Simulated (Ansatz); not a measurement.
# AlGe+ (singlet): wave-function methods side by side at distance Ge1–Al2 = 4.981 Å, cc-pVDZ

How much of the correlation energy of AlGe+ (singlet) does each wave-function method recover here?

Method: cc-pVDZ, core rule «outside noble gas», up to 19 orbitals frozen; program: Ansatz 0.2.0, Gaussian basis.

To be run: UHF; CCSD(T) on RHF; CCSD(T) on UHF; BCCD(T) on RHF; CISD; CCSDT(Q) on RHF; CCSDT(Q) on UHF; CCSDTQ on RHF; CASSCF and MRCISD+Q, 2 electrons in 2 orbitals; CASSCF and NEVPT2, 2 electrons in 2 orbitals; CASSCF and MRCISD+Q, 6 electrons in 8 orbitals; CASSCF and NEVPT2, 6 electrons in 8 orbitals; Full CI.

17 further runs of the same task are left out: 15 that didn't finish, 2 set aside as unsound or not needed.

### Step 1. The geometry

The geometry derives from a PBE0/def2-TZVP stationary point (not a proven minimum). One bond is set to the value named and the two fragments are kept rigid. No spin-orbit coupling is included. The filled d shell of Ge may be among the frozen orbitals whatever the setting's name suggests; the logs give the count.

2 atoms, charge 1, spin multiplicity 1.

Atoms are counted from 1 here; the program's logs count them from 0.

No contacts short enough for the rule that draws bonds.

### Step 2. UHF

The input, in.yaml:

```yaml
crystal:
  periodic: [false, false, false]
  atoms:
    - {symbol: Ge, position_ang: [0.000000, 0.000000, 0.000000]}
    - {symbol: Al, position_ang: [0.000000, 0.000000, 4.981000]}
basis:
  gaussian: {orbitals: cc-pVDZ}
total_charge: 1
magnetization: {spin_polarized: true, initial_magnetization: 0}
hamiltonian: {xc: hf}
output: {orbitals: {seedname: orbitals}}
```

Started as:

```console
$ ansatz run in.yaml --threads 1 --pin off --events-out ev --progress --plain --max-ram 2393MiB
```

After this run come: CCSD(T) on RHF; CCSD(T) on UHF; BCCD(T) on RHF; CISD; CCSDT(Q) on RHF; CCSDT(Q) on UHF; CCSDTQ on RHF; CASSCF and MRCISD+Q, 2 electrons in 2 orbitals; CASSCF and NEVPT2, 2 electrons in 2 orbitals; CASSCF and MRCISD+Q, 6 electrons in 8 orbitals; CASSCF and NEVPT2, 6 electrons in 8 orbitals; Full CI.

Before running them: what should the planned runs give, taken together? Wanted: FCI below the RHF energy; RMP2 from FCI; UMP2 from FCI; RCCSD from FCI; RCCSD(T) from FCI; UCCSD(T) from FCI; RCCSDT(Q) from FCI; T1 diagnostic; effectively unpaired electrons.

As calculated:

```
                         quantity                       value
         FCI below the RHF energy                  -3.1985 eV
                    RMP2 from FCI               +106.6 kJ/mol
                    UMP2 from FCI                +51.7 kJ/mol
                   RCCSD from FCI                +10.4 kJ/mol
                RCCSD(T) from FCI                 +4.2 kJ/mol
                UCCSD(T) from FCI                -49.1 kJ/mol
               RCCSDT(Q) from FCI                 +0.8 kJ/mol
levels within 1 kcal/mol (43 meV)  RCCSDT, RCCSDT(Q), RCCSDTQ
                    T1 diagnostic                       0.023
   effectively unpaired electrons                        0.55
```

In words: RCCSD(T) misses by +4.2 kJ/mol, 1.4 % of the correlation energy. CCSD(T) misses by +4.2 kJ/mol on the restricted determinant and by -49.1 kJ/mol on the unrestricted one; the two need not hold the same state or core. UCCSD, UCCSD(T) fall below full CI: unrestricted runs freeze a spin-polarised core, another one than full CI's, and coupled cluster isn't variational. The occupations show some static correlation. These misses are within one basis, not against nature.
